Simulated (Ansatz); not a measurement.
Write a Python script for Ansatz 0.2.0 through its Python package that makes a single point from an input written key by key of C₃H₇FSi, SMILES FC1CC[SiH2]1. Level of theory: MP2, def2-SVP basis, multiplicity 1.

| atom | x (Å) | y (Å) | z (Å) |
| --- | --- | --- | --- |
| F | 0.0588 | 1.7948 | -1.1800 |
| C | 0.2585 | 1.1593 | -0.0021 |
| C | -0.9429 | 0.2944 | 0.5097 |
| C | -0.5694 | -0.9928 | -0.2904 |
| Si | 1.2418 | -0.4626 | -0.1784 |
| H | 0.6666 | 1.8312 | 0.7590 |
| H | -0.9496 | 0.1520 | 1.6014 |
| H | -1.9266 | 0.7053 | 0.2506 |
| H | -0.9446 | -1.0041 | -1.3181 |
| H | -0.8246 | -1.9341 | 0.2014 |
| H | 2.0257 | -0.6372 | -1.4299 |
| H | 1.9063 | -0.9062 | 1.0769 |

`deck_c3h7fsi.py`:
```python
import ansatz as az


def main() -> None:
    deck = {
        "crystal": {
            "periodic": [False, False, False],
            "atoms": [
                {"symbol": "F", "position_ang": [0.0588, 1.7948, -1.18]},
                {"symbol": "C", "position_ang": [0.2585, 1.1593, -0.0021]},
                {"symbol": "C", "position_ang": [-0.9429, 0.2944, 0.5097]},
                {"symbol": "C", "position_ang": [-0.5694, -0.9928, -0.2904]},
                {"symbol": "Si", "position_ang": [1.2418, -0.4626, -0.1784]},
                {"symbol": "H", "position_ang": [0.6666, 1.8312, 0.759]},
                {"symbol": "H", "position_ang": [-0.9496, 0.152, 1.6014]},
                {"symbol": "H", "position_ang": [-1.9266, 0.7053, 0.2506]},
                {"symbol": "H", "position_ang": [-0.9446, -1.0041, -1.3181]},
                {"symbol": "H", "position_ang": [-0.8246, -1.9341, 0.2014]},
                {"symbol": "H", "position_ang": [2.0257, -0.6372, -1.4299]},
                {"symbol": "H", "position_ang": [1.9063, -0.9062, 1.0769]},
            ],
        },
        "basis": {"gaussian": {"orbitals": "def2-SVP"}},
        "correlation": {"method": "mp2"},
    }
    session = az.Session.from_dict(deck)
    data = session.plan(threads=1).execute().report

    print(f"E = {data['free_energy_ev']:.6f} eV = {data['free_energy_ev'] / 27.211386246:.7f} Ha")
    print("converged:", data["converged"], " doubts:", data["published_state_doubts"] or "none")
    symbols = ["F", "C", "C", "C", "Si", "H", "H", "H", "H", "H", "H", "H"]
    print("correlation energy", round(data["free_energy_ev"] - data["reference_energy_ev"], 5), "eV")
    cluster = data["correlation"].get("coupled_cluster")
    if cluster:
        print("cycles", cluster["cycles"], " T1 diagnostic", round(cluster["t1_diagnostic"], 4), " largest double", round(cluster["largest_double"], 4))


if __name__ == "__main__":
    main()
```

Output of `python deck_c3h7fsi.py`:
```text
E = -13780.922899 eV = -506.4395755 Ha
converged: True  doubts: none
correlation energy -19.00659 eV
```

What to keep in mind:
- Total energies depend on the basis set; only differences at equal settings carry meaning.
- The geometry is a force-field or estimated start, not a minimum of this method, and the basis set is short of its limit.
- It ran for 1.7 s on 1 thread of Intel(R) Xeon(R) Platinum 8488C (Sapphire Rapids), on a shared host, peak memory 0.24 GiB.
